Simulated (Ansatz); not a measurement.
**AgRh: band structure with LDA**

AgRh:

```
CELL_PARAMETERS angstrom
2.77759 0.00000 0.00000
-1.38879 2.40546 0.00000
0.00000 0.00000 4.80860
ATOMIC_POSITIONS crystal
Ag 0.00000 0.00000 0.50000
Rh 0.66667 0.33333 0.00000
```

The cell comes from a database or a generator and needn't be the stable form of this composition.

* Program: Ansatz 0.2.0
* Task: band structure
* Functional: LDA
* Potentials or basis: all-electron LAPW, scalar-relativistic
* Cutoff: 263 eV (chosen from the basis error)
* Basis error allowed: 0.001 eV/atom
* k mesh: 11 × 11 × 6
* Occupations: fermi-dirac, width 0.05 eV
* Spin: no spin polarisation

```
Pressure                : -15.6 GPa
Band gap along the path : none (metal or under the smearing width)
```

Stress tensor (GPa, compression positive):
```
-15.76   0.00   0.00
  0.00 -15.76   0.00
  0.00   0.00 -15.29
```

Levels at the corners of the path, in eV from the Fermi level:
```
point  band 19  band 20  band 21  band 22  band 23  band 24  band 25  band 26  band 27  band 28
    Γ    -3.02    -3.02    -1.79    -1.79     0.14     0.14     0.14     5.27    16.54    17.07
    M    -2.66    -2.10    -1.62    -0.08     1.14     1.85     3.96     8.31     8.61    11.53
    K    -2.21    -1.85    -1.29    -0.91    -0.53     5.23     5.32     5.58    11.35    11.80
    Γ    -3.02    -3.02    -1.79    -1.79     0.14     0.14     0.14     5.27    16.54    17.07
    A    -3.10    -3.10    -2.48    -1.59    -1.59     0.10     0.10    11.50    12.45    16.71
    L    -2.10    -1.70    -0.58    -0.17     1.14     1.67     2.46     6.40     7.85    14.53
    H    -2.16    -1.96    -1.71    -1.14     0.03     5.45     6.93     7.20     7.76     8.50
    A    -3.10    -3.10    -2.48    -1.59    -1.59     0.10     0.10    11.50    12.45    16.71
```

Run time: 43 s on 1 thread of Arm Neoverse V2, on a shared host, peak memory 0.36 GiB.
